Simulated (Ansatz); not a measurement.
# Ge2H4: the cost of one run

Method: cc-pVTZ, core rule «outside noble gas», up to 28 orbitals frozen; program: Ansatz 0.2.0, Gaussian basis.

To be run: UHF; CCSD(T) on RHF; CCSD(T) on UHF; BCCD(T) on RHF; CCSDT(Q) on RHF; CCSDT(Q) on UHF.

6 further runs of the same task are left out: 6 set aside as unsound or not needed.

### 1 The system

The geometry is a PBE0/def2-TZVP stationary point (not a proven minimum) of the parent state, kept for this charge and spin. No spin-orbit coupling is included. The filled d shell of Ge may be among the frozen orbitals whatever the setting's name suggests; the logs give the count.

6 atoms, charge 0, spin multiplicity 1.

Atoms are counted from 1 here; the program's logs count them from 0.

Bond lengths: Ge1–Ge2 2.423 Å, Ge1–H3 1.540 Å, Ge1–H4 1.535 Å, Ge1–H5 1.540 Å, Ge2–H6 1.550 Å. Angles: Ge2–Ge1–H3 110.7°, Ge2–Ge1–H4 107.0°, Ge2–Ge1–H5 110.7°, H3–Ge1–H4 109.6°, H3–Ge1–H5 109.3°, H4–Ge1–H5 109.6°, Ge1–Ge2–H6 122.2°.

Coordinates:

```
Ge    0.0000   -0.0229    1.1903
Ge    0.0000    0.0409   -1.2321
H     1.2555   -0.7421    1.7164
H     0.0000    1.4326    1.6767
H    -1.2555   -0.7421    1.7164
H     0.0000   -1.2486   -2.0914
```

### 2 UHF

File in.yaml:

```yaml
crystal:
  periodic: [false, false, false]
  atoms:
    - {symbol: Ge, position_ang: [0.000000, -0.022865, 1.190258]}
    - {symbol: Ge, position_ang: [0.000000, 0.040906, -1.232137]}
    - {symbol: H, position_ang: [1.255509, -0.742092, 1.716378]}
    - {symbol: H, position_ang: [0.000000, 1.432623, 1.676692]}
    - {symbol: H, position_ang: [-1.255509, -0.742092, 1.716378]}
    - {symbol: H, position_ang: [0.000000, -1.248594, -2.091358]}
basis:
  gaussian: {orbitals: cc-pVTZ}
magnetization: {spin_polarized: true, initial_magnetization: 0}
hamiltonian: {xc: hf}
output: {orbitals: {seedname: orbitals}}
```

Run with:

```console
$ ansatz run in.yaml --threads 1 --pin off --events-out ev --progress --plain --max-ram 4096MiB --backend cpu
```

**Question.** How long does this run take on 1 thread of AMD EPYC 7R13, shared host, and how much memory does it need?

About 25 s, with a peak of 0.65 GiB.
